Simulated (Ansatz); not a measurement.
# Li2Ge2N3: the cost of one run

Method: DFT PBE, scalar-relativistic, plane waves, PAW, unless a step names another level, in Ansatz 0.2.0.

17 further runs of the same task are left out: 2 that didn't finish, 15 set aside as unsound or not needed. Runs told in other sessions of the task aren't counted.

## Step 1: What the formula suggests

Pauling electronegativities: Li 0.98, Ge 2.01, N 3.04 (spread 2.06). No set of common oxidation states balances it. Tabulated atomic sizes suggest about 12 Å³/atom. 38 candidates were drawn, by swapping species into database cells of other compounds, at random by space group and Wyckoff sites, or by hand, as the table says:

```csv
name,made from,space group no.,Wyckoff sites,atoms (primitive cell),V (Å³/atom)
c01,database cell of Er2Mo2C3,12,"Li 4i; Ge 4i; N 4i, 2a",7,10.7
c02,random,12,"Li 4h; Ge 4i; N 4e, 2b",7,12.8
c03,random,183,"Li 1a, 1a; Ge 2b; N 2b, 1a",7,13.5
c04,database cell of Rh3Pb2S2,166,"Li 6c; Ge 3b, 3a; N 9d",7,11.7
c05,database cell of Ba3Al2Si2,71,"Li 4i; Ge 4j; N 2a, 4j",7,16.9
c06,random,2,"Li 1d, 1c; Ge 1a, 1f; N 1g, 2i",7,13.6
c07,random,69,"Li 8g; Ge 8d; N 8f, 4a",7,13.7
c08,random,12,"Li 2c, 2d; Ge 4i; N 4e, 2b",7,16.1
c09,database cell of Sr2In3Rh2,12,"Li 4i; Ge 4i; N 2b, 4i",7,13.7
c10,random,166,Li 6c; Ge 6c; N 9e,7,13.7
c11,random,143,"Li 1b, 1b; Ge 1c, 1a; N 3d",7,13.7
c12,random,191,Li 2e; Ge 2d; N 3g,7,13.2
c13,database cell of Sr3Al2Sn2,71,"Li 4j; Ge 4i; N 2d, 4i",7,16.1
c14,random,166,"Li 3b, 3a; Ge 6c; N 9e",7,12.8
c15,random,191,Li 2e; Ge 2e; N 3g,7,15.2
c16,database cell of Ce2Mo2C3,12,"Li 4i; Ge 4i; N 2c, 4i",7,10.6
c17,built by hand: Li-stuffed LiSi2N3 (wurtzite superstructure),36,"Li 4a, 4a; Ge 8b; N 8b, 4a",14,11.8
c18,random,139,"Li 4c; Ge 4e; N 4d, 2a",7,14.0
c19,random,2,"Li 1c, 1e; Ge 1g, 1h; N 1b, 1a, 1d",7,15.2
c20,database cell of Co3Sn2S2,166,"Li 3b, 3a; Ge 6c; N 9d",7,10.6
c21,random,12,"Li 2c, 2b; Ge 4e; N 4f, 2a",7,12.6
c22,built by hand: La2O3-like Ge2N3 slabs with Li bilayers,164,"Li 2d; Ge 2d; N 2d, 1a",7,12.5
c23,random,71,"Li 4j; Ge 4g; N 4f, 2b",7,16.0
c24,database cell of Tl2Pd3Se2,166,"Li 6c; Ge 3a, 3b; N 9e",7,11.9
c25,random,123,"Li 2f; Ge 1c, 1d; N 2e, 1b",7,15.7
c26,random,12,"Li 4g; Ge 2d, 2a; N 4h, 2b",7,13.3
c27,built by hand: Li3N/GaSe layered intergrowth,187,"Li 1a, 1c; Ge 2g; N 1e, 2h",7,12.1
c28,random,187,"Li 2g; Ge 2i; N 1e, 2g",7,15.1
c29,random,183,Li 2b; Ge 2b; N 3c,7,15.3
c30,database cell of Mg2H2O3,164,"Li 2d; Ge 2d; N 2d, 1a",7,10.7
c31,random,115,"Li 2g; Ge 2e; N 2g, 1d",7,15.0
c32,random,65,"Li 4h; Ge 4k; N 2a, 4f",7,14.1
c33,random,71,"Li 4e; Ge 4i; N 4h, 2d",7,14.3
c34,random,35,"Li 4c; Ge 4c; N 4c, 2b",7,14.2
c35,"built by hand: Li3N/GaSe intergrowth, staggered dimers",164,"Li 2d; Ge 2c; N 2d, 1a",7,12.1
c36,random,119,"Li 4f; Ge 4e; N 4e, 2d",7,15.8
c37,database cell of Ba3Al2Si2,71,"Li 4j; Ge 4i; N 2b, 4i",7,15.9
c38,random,156,"Li 1b, 1a; Ge 1c, 1b; N 3d",7,14.6
```

## Step 2: Screening run of c18

File input.yaml:

```yaml
crystal:
  lattice:
    - [-2.5301109, 2.5301109, 3.83567971]
    - [2.5301109, -2.5301109, 3.83567971]
    - [2.5301109, 2.5301109, -3.83567971]
  atoms:
    - { symbol: Li, position: [0.5, 0.0, 0.5] }
    - { symbol: Li, position: [0.0, 0.5, 0.5] }
    - { symbol: Ge, position: [0.78587749, 0.78587749, 0.0] }
    - { symbol: Ge, position: [0.21412251, 0.21412251, 0.0] }
    - { symbol: "N", position: [0.75, 0.25, 0.5] }
    - { symbol: "N", position: [0.25, 0.75, 0.5] }
    - { symbol: "N", position: [0.0, 0.0, 0.0] }
basis:
  ecutwfc: 420
kpoints:
  mp_grid: { grid: [5, 5, 5] }
hamiltonian:
  xc: pbe
scf:
  occupations: { method: gaussian, width: 0.2 }
  lower_state_search: "off"
output:
  forces: true
  stress: true
  eigenvalues: true
relax:
  adjacent_minimum: "off"
  f_tol: 0.08
  max_steps: 16
  cell: { stress_tol: 0.8 }
```

The run is started by

```
$ ansatz run input.yaml --threads 1 --pin off --max-ram 2560MiB --backend cpu --events-out ev --progress --plain --runs-dir out
```

Q: Estimate wall time and peak memory on 1 thread of Arm Neoverse V2, shared host.

About 40 s, with a peak of 0.39 GiB.
